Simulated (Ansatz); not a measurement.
# C₆H₅N₃: basis-set convergence

The task here is to estimate one member of a computed series from the others.

Method: one geometry, several basis sets; program: Ansatz 0.2.0, Gaussian basis.

Plan: PBE0-D4/def2-SVP; ωB97M-V/def2-SVP; PBE0-D4/def2-QZVPP; ωB97M-V/def2-QZVPP; the functionals' def2-TZVPP values are taken from earlier runs.

**The relaxed structure**

All runs share one geometry, relaxed beforehand with PBE0-D4 in a triple-zeta def2 set.

SMILES `c1ccc2n[nH]nc2c1`, 14 atoms, charge 0, spin multiplicity 1.

Atoms are counted from 1 here; the program's logs count them from 0.

Bond lengths: C1–C2 1.420 Å, C1–C9 1.368 Å, C1–H10 1.084 Å, C2–C3 1.368 Å, C2–H11 1.084 Å, C3–C4 1.406 Å, C3–H12 1.083 Å, C4–N5 1.344 Å, C4–C8 1.418 Å, N5–N6 1.309 Å, N6–N7 1.309 Å, N6–H13 1.008 Å, N7–C8 1.344 Å, C8–C9 1.406 Å, C9–H14 1.083 Å. Angles: C2–C1–C9 122.1°, C2–C1–H10 118.4°, C9–C1–H10 119.5°, C1–C2–C3 122.1°, C1–C2–H11 118.4°, C3–C2–H11 119.5°, C2–C3–C4 116.7°, C2–C3–H12 122.1°, C4–C3–H12 121.1°, C3–C4–N5 130.6°, C3–C4–C8 121.2°, N5–C4–C8 108.2°, C4–N5–N6 102.2°, N5–N6–N7 119.2°, N5–N6–H13 120.4°, N7–N6–H13 120.4°, N6–N7–C8 102.2°, C4–C8–N7 108.2° and more.

Coordinates:

```
C    -0.1448   -1.8119   -0.4728
C     1.1772   -1.4606   -0.0909
C     1.5095   -0.1906    0.2922
C     0.4750    0.7614    0.2916
N     0.4863    2.0672    0.6115
N    -0.7609    2.4117    0.4155
N    -1.6146    1.5090    0.0046
C    -0.8448    0.4107   -0.0896
C    -1.1650   -0.9013   -0.4803
H    -0.3423   -2.8364   -0.7661
H     1.9407   -2.2298   -0.1067
H     2.5170    0.0783    0.5835
H    -1.0602    3.3604    0.5789
H    -2.1732   -1.1681   -0.7713
```

Set-up of the first run:

File in.yaml:

```yaml
crystal:
  periodic: [false, false, false]
  atoms:
    - {symbol: C, position_ang: [-0.144754, -1.811904, -0.472790]}
    - {symbol: C, position_ang: [1.177227, -1.460599, -0.090943]}
    - {symbol: C, position_ang: [1.509508, -0.190581, 0.292203]}
    - {symbol: C, position_ang: [0.474981, 0.761403, 0.291578]}
    - {symbol: N, position_ang: [0.486260, 2.067234, 0.611464]}
    - {symbol: N, position_ang: [-0.760898, 2.411721, 0.415463]}
    - {symbol: N, position_ang: [-1.614559, 1.508963, 0.004634]}
    - {symbol: C, position_ang: [-0.844782, 0.410689, -0.089636]}
    - {symbol: C, position_ang: [-1.165005, -0.901306, -0.480336]}
    - {symbol: H, position_ang: [-0.342283, -2.836447, -0.766083]}
    - {symbol: H, position_ang: [1.940677, -2.229769, -0.106664]}
    - {symbol: H, position_ang: [2.517041, 0.078312, 0.583510]}
    - {symbol: H, position_ang: [-1.060205, 3.360360, 0.578913]}
    - {symbol: H, position_ang: [-2.173207, -1.168075, -0.771281]}
basis:
  gaussian: {orbitals: def2-SVP}
hamiltonian: {xc: pbe0, dispersion: d4}
output: {orbitals: {seedname: orbitals}}
```

The run is started by

```bash
> ansatz run in.yaml --threads 2 --pin off --events-out ev --progress --plain --max-ram 32768MiB --backend cpu
```

Steps of the session up to this table: PBE0-D4 in def2-SVP; ωB97M-V in def2-SVP; PBE0-D4 in def2-QZVPP; ωB97M-V in def2-QZVPP.

One of the session's tables, all rows but one given; the rest of the session is left out.

It belongs to the step «Functionals by basis». 

```
functional       basis  HOMO (eV)
   PBE0-D4    def2-SVP      -6.76
   PBE0-D4  def2-TZVPP      -6.81
   PBE0-D4  def2-QZVPP      -6.83
   ωB97M-V    def2-SVP      -8.71
   ωB97M-V  def2-TZVPP      -8.78
   ωB97M-V  def2-QZVPP          ?
```

Q: Estimate the row for ωB97M-V, def2-QZVPP from the others.

As computed: HOMO (eV): -8.81. In the column «HOMO (eV)» it is the lowest.
